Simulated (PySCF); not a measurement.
# C12H14F5O3P: the cost of one run

Computed with PySCF 2.14.0 and routines of our own; the level stands in each step. Atoms count from 0.

### 1 The system as given

35 atoms, charge 0, multiplicity 1; geometry from: GFN2-xTB.

### 2 Electronic excitations: TDDFT revPBE/6-31G*

What the job is given:

```
{"job": {"kind": "uv", "basis": "6-31G*", "grid": 1, "kgrid": 0, "vcut": 0.6, "nstates": 5, "ntriplets": 0, "tda": false, "delta": [], "pop": false, "xc": "revPBE"}, "charge": 0, "multiplicity": 1}
C     -3.447383    -1.378374     0.469933
O     -2.355156    -0.877039    -0.265997
C     -1.686867    -1.848320    -1.040050
C     -0.348833    -1.214042    -1.367049
P      0.230597    -0.624870     0.286716
O      0.087734    -1.625638     1.337922
C      1.972403    -0.070970     0.049550
C      2.861321    -1.315834     0.102796
O      4.236618    -1.037090     0.119979
C      4.765513    -0.611449    -1.112210
C     -0.620524     0.984395     0.602236
C     -0.571630     2.025380    -0.312180
F      0.133281     1.872404    -1.440310
C     -1.233046     3.228398    -0.100623
F     -1.166388     4.207602    -1.006355
C     -1.973618     3.404619     1.064277
F     -2.624644     4.547091     1.278192
C     -2.030964     2.377647     2.000420
F     -2.745698     2.538965     3.116755
C     -1.352837     1.183574     1.764511
F     -1.433329     0.226462     2.678499
H     -3.859217    -0.540000     1.029173
H     -4.214801    -1.783639    -0.198712
H     -3.121529    -2.156771     1.166751
H     -1.523607    -2.754254    -0.440612
H     -2.268934    -2.109030    -1.935896
H     -0.452328    -0.400907    -2.080331
H      0.364104    -1.946326    -1.746042
H      2.241212     0.591152     0.876868
H      2.088911     0.466889    -0.889873
H      2.655220    -1.851775     1.033090
H      2.619155    -1.980379    -0.741709
H      5.844868    -0.561057    -0.980746
H      4.528117    -1.325763    -1.910709
H      4.395421     0.378479    -1.400728
```

With the program's defaults for keys left out, this is: TDDFT revPBE/6-31G*, vertical, gas phase, core orbitals frozen in the response, virtual orbitals cut by energy.

The run is started by

```bash
$ OMP_NUM_THREADS=1 python large_run.py task.json out
```

The driver reads the jobs from task.json and runs them one after another.

**Question.** How long does this first job take on 1 thread of Arm Neoverse N1, shared host, and how much memory does it need?

About 55 s, with a peak of 0.62 GiB.
